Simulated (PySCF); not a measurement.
# Bi(NC)3: other functionals and bases at one geometry

The task here is to estimate one member of a computed series from the others.

The runs use PySCF 2.14.0; several levels, as the steps say, no spin–orbit coupling.

1 further run of the same task is left out (for a known fault of the program).

## The system as given

7 atoms, charge 0, spin multiplicity 1.

Bond lengths: Bi1–N2 2.147 Å, Bi1–N4 2.147 Å, Bi1–N6 2.147 Å, N2–C3 1.183 Å, N4–C5 1.183 Å, N6–C7 1.184 Å. Angles: N2–Bi1–N4 94.6°, N2–Bi1–N6 94.6°, N4–Bi1–N6 94.6°, Bi1–N2–C3 171.7°, Bi1–N4–C5 171.7°, Bi1–N6–C7 171.7°.

Coordinates:

```
Bi    0.0000    0.0000    1.0869
N     1.8211    0.0000   -0.0497
C     2.9051    0.0000   -0.5245
N    -0.9105    1.5771   -0.0497
C    -1.4525    2.5159   -0.5245
N    -0.9105   -1.5771   -0.0497
C    -1.4526   -2.5159   -0.5245
```

Formal oxidation states: Bi +3. An earlier session relaxed this geometry at PBE0, Bi def2-SVP with ECP60, N def2-SVP, C def2-SVP (singlet, point group C3v).

At PBE0 on the finer grid: E = -492.521211 Eh, HOMO -8.93 eV, LUMO -2.84 eV, Mulliken charge on Bi1 +1.33 e, largest force component 0.008 eV/Å. 

Levels to run: BLYP; revPBE; PBE0, TZVP. Hardware: 2 threads of Arm Neoverse V1, shared host.

The first run:

run.py (the lines that set the calculation) reads:

```python
mol = gto.M(atom='''
Bi     0.00000     0.00000     1.08689
N      1.82106    -0.00002    -0.04967
C      2.90510    -0.00003    -0.52454
N     -0.91051     1.57709    -0.04967
C     -1.45252     2.51591    -0.52454
N     -0.91054    -1.57707    -0.04967
C     -1.45258    -2.51588    -0.52454''',
    basis={'Bi': 'def2-SVP', 'N': 'def2-SVP', 'C': 'def2-SVP'},
    ecp={'Bi': 'def2-SVP'},
    charge=0, spin=0)
mf = dft.RKS(mol, xc='BLYP')
mf.grids.atom_grid = (75, 302)
mf = mf.density_fit()  # fitting sets: Bi def2-universal-JKFIT, N def2-universal-JKFIT, C def2-universal-JKFIT
mf.conv_tol = 1e-08; mf.max_cycle = 55
mf.kernel(dm0)  # dm0: the density of the relaxed state
```

On the command line:

```
$ OMP_NUM_THREADS=2 python run.py
```

Among the steps run: BLYP; revPBE; PBE0, TZVP.

One of the session's tables, all rows but one given; the rest of the session is left out.

```
              level  HOMO (eV)  gap (eV)  charge on Bi1 (e)  dipole (D)  largest force component (eV/Å)
PBE0 (relaxed here)      -8.93      6.09               1.33        6.78                            0.01
               BLYP          ?         ?                  ?           ?                               ?
             revPBE      -7.36      3.88               1.20        6.52                            1.50
         PBE0, TZVP      -9.13      6.20               1.15        6.62                            0.78
```

**Question.** Estimate the row for BLYP.

The run gave: HOMO (eV): -7.25; gap (eV): 3.79; charge on Bi1 (e): 1.13; dipole (D): 6.50; largest force component (eV/Å): 1.24. In the column «HOMO (eV)» it is the highest.

In one basis the HOMO–LUMO gap runs from 3.79 eV (BLYP) to 6.09 eV (PBE0). The largest leftover force, 1.50 eV/Å with revPBE, stands at a geometry relaxed at another level. Total energies of different levels can't be compared.
